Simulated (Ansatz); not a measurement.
# Cl2FH3O2Si2: up Jacob's ladder to CCSD(T)

Aim: compute Cl2FH3O2Si2 with functionals from several rungs and with coupled cluster. The yardstick is the atomisation energy at the CCSD(T) limit.

Method: functionals in def2-TZVPP, the program's frozen cores in correlated methods; program: Ansatz 0.2.0, Gaussian basis.

Plan: PBE-D4, r2SCAN-D4, PBE0-D4, B3LYP-D4, ωB97X-V, ωB97M-V, B2PLYP; CCSD(T)/def2-TZVPP; MP2/def2-QZVPP; extrapolation to the limit.

**1. Structure used throughout**

All runs share one geometry, relaxed beforehand with PBE0-D4 in a triple-zeta def2 set.

SMILES `O[SiH](O)[Si](F)(Cl)Cl`, 10 atoms, charge 0, spin multiplicity 1.

Atoms are counted from 1 here; the program's logs count them from 0.

Bond lengths: O1–Si2 1.631 Å, O1–H8 0.959 Å, Si2–O3 1.641 Å, Si2–Si4 2.343 Å, Si2–H9 1.491 Å, O3–H10 0.958 Å, Si4–F5 1.593 Å, Si4–Cl6 2.036 Å, Si4–Cl7 2.040 Å. Angles: Si2–O1–H8 119.2°, O1–Si2–O3 109.8°, O1–Si2–Si4 103.6°, O1–Si2–H9 112.8°, O3–Si2–Si4 111.3°, O3–Si2–H9 108.8°, Si4–Si2–H9 110.4°, Si2–O3–H10 118.2°, Si2–Si4–F5 109.3°, Si2–Si4–Cl6 112.6°, Si2–Si4–Cl7 111.7°, F5–Si4–Cl6 107.1°, F5–Si4–Cl7 106.7°, Cl6–Si4–Cl7 109.1°.

**2. PBE-D4 (GGA)**

The input, in.yaml:

```yaml
crystal:
  periodic: [false, false, false]
  atoms:
    - {symbol: O, position_ang: [0.860944, -1.443284, -0.928921]}
    - {symbol: Si, position_ang: [0.778770, -0.007417, -0.160629]}
    - {symbol: O, position_ang: [1.484427, -0.125591, 1.316312]}
    - {symbol: Si, position_ang: [-1.523478, 0.387302, 0.025870]}
    - {symbol: F, position_ang: [-1.764526, 1.713917, 0.874582]}
    - {symbol: Cl, position_ang: [-2.501900, -1.120588, 0.981249]}
    - {symbol: Cl, position_ang: [-2.385721, 0.692090, -1.797711]}
    - {symbol: H, position_ang: [1.718373, -1.847169, -1.074375]}
    - {symbol: H, position_ang: [1.435361, 1.094212, -0.921281]}
    - {symbol: H, position_ang: [1.897739, 0.656509, 1.684905]}
basis:
  gaussian: {orbitals: def2-TZVPP}
hamiltonian: {xc: pbe, dispersion: d4}
output: {forces: true, orbitals: {seedname: orbitals}}
```

Launch:

```bash
$ ansatz run in.yaml --threads 2 --pin off --events-out ev --progress --plain --max-ram 32768MiB --backend cuda --devices 0, --max-vram 18GiB
```

After this run come: r2SCAN-D4 (meta-GGA); PBE0-D4 (hybrid); B3LYP-D4 (hybrid); ωB97X-V (range-separated); ωB97M-V (range-separated); B2PLYP (double hybrid); CCSD(T) in def2-TZVPP; MP2 in def2-QZVPP.

**Question.** What will the summary of the whole plan be? Wanted: atomisation energy, CCSD(T)/CBS; farthest; mean size of error, hybrid; mean size of error, range-separated; gap, smallest and largest; T1 diagnostic; triples share of the correlation energy.

**Answer**, as computed:

| quantity | value |
| --- | --- |
| atomisation energy, CCSD(T)/CBS | 39.466 eV |
| functionals within 0.197 eV (0.5 %) | r2SCAN-D4, ωB97X-V, ωB97M-V |
| farthest | B2PLYP (-0.939 eV) |
| mean size of error, hybrid | 0.670 eV |
| mean size of error, range-separated | 0.087 eV |
| gap, smallest and largest | 5.42 eV (PBE-D4), 11.94 eV (ωB97X-V) |
| T1 diagnostic | 0.0116 |
| triples share of the correlation energy | 3.6 % |

What this shows: PBE-D4 is off by +0.254 eV. Double hybrids carry the basis error of their MP2 part in triple zeta, and no dispersion term here, so their miss is partly the set-up's. The reference freezes the cores and leaves out relativity and excitations past (T), so misses under about 0.197 eV can't be ranked. Hartree-Fock recovers 71 % of the binding; the rest is correlation. Orbital gaps span 5.4 to 11.9 eV; exact exchange widens them.
